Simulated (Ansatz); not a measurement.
# NbRu3: stress in a strained cell

Aim: deform NbRu3 (equal xy, yz and zx engineering shear strains of +2 %) and compute stress, forces and field gradients with LAPW, PAW and all-electron datasets made for the crystal.

Computed with Ansatz 0.2.0 (DFT LDA, scalar-relativistic, unless a step's input says otherwise).

## Step 1: Starting point

It takes space group Pm-3m (No. 221, cubic). The conventional cell has a = 3.880 Å, b = 3.880 Å, c = 3.880 Å, α = 90.00°, β = 90.00°, γ = 90.00°. Nb (site symmetry m-3m) is surrounded by 12 Ru at 2.74 Å. Ru (site symmetry 4/mmm) has 4 Nb at 2.74 Å and 8 Ru at 2.74 Å as nearest neighbours.

Structure file:

```
CELL_PARAMETERS angstrom
3.88000 0.00000 0.00000
0.00000 3.88000 0.00000
0.00000 0.00000 3.88000
ATOMIC_POSITIONS crystal
Nb 0.00000 0.00000 0.00000
Ru 0.00000 0.50000 0.50000
Ru 0.50000 0.00000 0.50000
Ru 0.50000 0.50000 0.00000
```

Atoms are numbered in the order of the input: Nb1, Ru2, Ru3, Ru4.

## Step 2: The deformed structure

Space group Pm-3m before, R-3m after.

## Step 3: Full-potential LAPW

Contents of input.yaml:

```yaml
crystal:
  lattice:
    - [3.88, 0.0388, 0.0388]
    - [0.0388, 3.88, 0.0388]
    - [0.0388, 0.0388, 3.88]
  atoms:
    - { symbol: Nb, position: [0.0, 0.0, 0.0] }
    - { symbol: Ru, position: [0.0, 0.5, 0.5] }
    - { symbol: Ru, position: [0.5, 0.0, 0.5] }
    - { symbol: Ru, position: [0.5, 0.5, 0.0] }
kpoints:
  mp_grid: { grid: [9, 9, 9] }
  band_path:
    path:
      - [0.0, 0.0, 0.0]
      - [0.5, 0.5, 0.5]
      - [0.5193194925, 0.4806805075, 0.5]
      - [0.5, -0.4806805075, 0.4806805075]
      - [0.5, 0.0, 0.0]
      - [0.0, 0.0, 0.0]
      - [0.4903402537, -0.4903402537, 0.0]
      - [0.5096597463, 0.0, 0.4903402537]
      - [0.5, 0.0, 0.5]
    npoints: 5
scf:
  occupations: { method: fermi_dirac, width: 0.05 }
hamiltonian:
  xc: lda
  pseudopotentials: { kind: all_electron, lapw: { basis_error: 0.001 } }
output:
  forces: true
  stress: true
  eigenvalues: true
```

The run is started by

```sh
$ ansatz run input.yaml --threads 1 --pin off --max-ram 4096MiB --backend cpu --events-out ev --progress --plain --runs-dir out
```

## Step 4: Frozen-core PAW

Contents of input.yaml:

```yaml
crystal:
  lattice:
    - [3.88, 0.0388, 0.0388]
    - [0.0388, 3.88, 0.0388]
    - [0.0388, 0.0388, 3.88]
  atoms:
    - { symbol: Nb, position: [0.0, 0.0, 0.0] }
    - { symbol: Ru, position: [0.0, 0.5, 0.5] }
    - { symbol: Ru, position: [0.5, 0.0, 0.5] }
    - { symbol: Ru, position: [0.5, 0.5, 0.0] }
kpoints:
  mp_grid: { grid: [9, 9, 9] }
scf:
  occupations: { method: fermi_dirac, width: 0.05 }
hamiltonian:
  xc: lda
  pseudopotentials: { kind: paw }
output:
  forces: true
  stress: true
  eigenvalues: true
  efg: { contact_densities: true }
  write_density: true
  write_potential: true
  elf: true
  volumetric_format: npy
```

## Step 5: All-electron PAW on datasets made for the crystal

input.yaml, as its differences from that of step 4:

```diff
@@ -16,3 +16,3 @@
   xc: lda
-  pseudopotentials: { kind: paw }
+  pseudopotentials: { kind: all_electron, datasets: crystal }
 output:
@@ -22,5 +22 @@
   efg: { contact_densities: true }
-  write_density: true
-  write_potential: true
-  elf: true
-  volumetric_format: npy
```

(Steps that only read results are left out.)

Before running it: what results should come out? Wanted: pressure; largest shear or deviatoric stress.

The runs gave:

```
                                 quantity                                                 value
                                 pressure  LAPW -11.07, PAW -11.16, crystal datasets -11.07 GPa
largest shear or deviatoric stress (LAPW)                                              3.23 GPa
```

What this shows: The largest part of the stress beyond the pressure is 3.23 GPa in size; the atoms are carried along and not relaxed. No run of the undeformed cell stands beside it, so the pressure holds what the given cell had before the change. PAW: stress within 0.08 GPa of LAPW. Crystal datasets: stress within 0.01 GPa of LAPW.
